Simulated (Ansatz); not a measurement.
**C3H5IO: how energies converge with the basis set**

How large a basis does C3H5IO need? Two functionals are run in growing sets.

Computed with Ansatz 0.2.0, Gaussian basis. Level: one geometry, several basis sets.

Levels to be run: PBE0-D4/def2-SVP; ωB97M-V/def2-SVP; PBE0-D4/def2-QZVPP; ωB97M-V/def2-QZVPP; the functionals' def2-TZVPP values are taken from earlier runs.

### Step 1. Structure used throughout

The geometry comes from an earlier relaxation with PBE0-D4 in a triple-zeta def2 set; it is a stationary point, not always the lowest conformer. I takes the def2 core potential; no spin-orbit term is included.

SMILES `C/C(I)=C/O`, 10 atoms, charge 0, spin multiplicity 1.

Atoms are counted from 1 here; the program's logs count them from 0.

Bond lengths: C1–C2 1.486 Å, C1–H6 1.093 Å, C1–H7 1.094 Å, C1–H8 1.093 Å, C2–I3 2.097 Å, C2–C4 1.331 Å, C4–O5 1.339 Å, C4–H9 1.086 Å, O5–H10 0.970 Å. Angles: C2–C1–H6 111.7°, C2–C1–H7 109.5°, C2–C1–H8 111.7°, H6–C1–H7 108.1°, H6–C1–H8 107.5°, H7–C1–H8 108.1°, C1–C2–I3 116.7°, C1–C2–C4 125.3°, I3–C2–C4 118.0°, C2–C4–O5 128.5°, C2–C4–H9 119.4°, O5–C4–H9 112.1°, C4–O5–H10 108.6°.

### Step 2. PBE0-D4 in def2-SVP

in.yaml reads:

```yaml
crystal:
  periodic: [false, false, false]
  atoms:
    - {symbol: C, position_ang: [-0.533100, -1.269577, 0.485733]}
    - {symbol: C, position_ang: [-0.171875, -0.008034, -0.211080]}
    - {symbol: I, position_ang: [-1.267989, 0.464768, -1.934739]}
    - {symbol: C, position_ang: [0.783858, 0.834786, 0.171785]}
    - {symbol: O, position_ang: [1.162467, 1.983473, -0.403790]}
    - {symbol: H, position_ang: [-1.573241, -1.261613, 0.822554]}
    - {symbol: H, position_ang: [0.107488, -1.399426, 1.362546]}
    - {symbol: H, position_ang: [-0.403402, -2.140587, -0.162285]}
    - {symbol: H, position_ang: [1.366020, 0.612377, 1.061492]}
    - {symbol: H, position_ang: [0.612975, 2.132433, -1.189315]}
basis:
  gaussian: {orbitals: def2-SVP}
hamiltonian: {xc: pbe0, dispersion: d4}
output: {orbitals: {seedname: orbitals}}
```

Command:

```console
$ ansatz run in.yaml --threads 4 --pin off --events-out ev --progress --plain --max-ram 10444MiB
```

The runs that follow: ωB97M-V in def2-SVP; PBE0-D4 in def2-QZVPP; ωB97M-V in def2-QZVPP.

Before running them: what should the planned runs give, taken together? Wanted: PBE0-D4: double and triple zeta above quadruple; ωB97M-V: double and triple zeta above quadruple.

As calculated:

| quantity | value |
| --- | --- |
| PBE0-D4: double and triple zeta above quadruple | 6.58, 0.33 eV |
| ωB97M-V: double and triple zeta above quadruple | 6.83, 0.32 eV |

**Reading.** PBE0-D4 gains 6.25 eV from double to triple zeta, then 0.33 eV more. These are total energies; as a rule much of such shifts cancels in differences, which this series doesn't test. The LUMO of ωB97M-V is positive and keeps falling with the basis (1.57 to 1.06 eV): an unbound level that the basis holds in place.
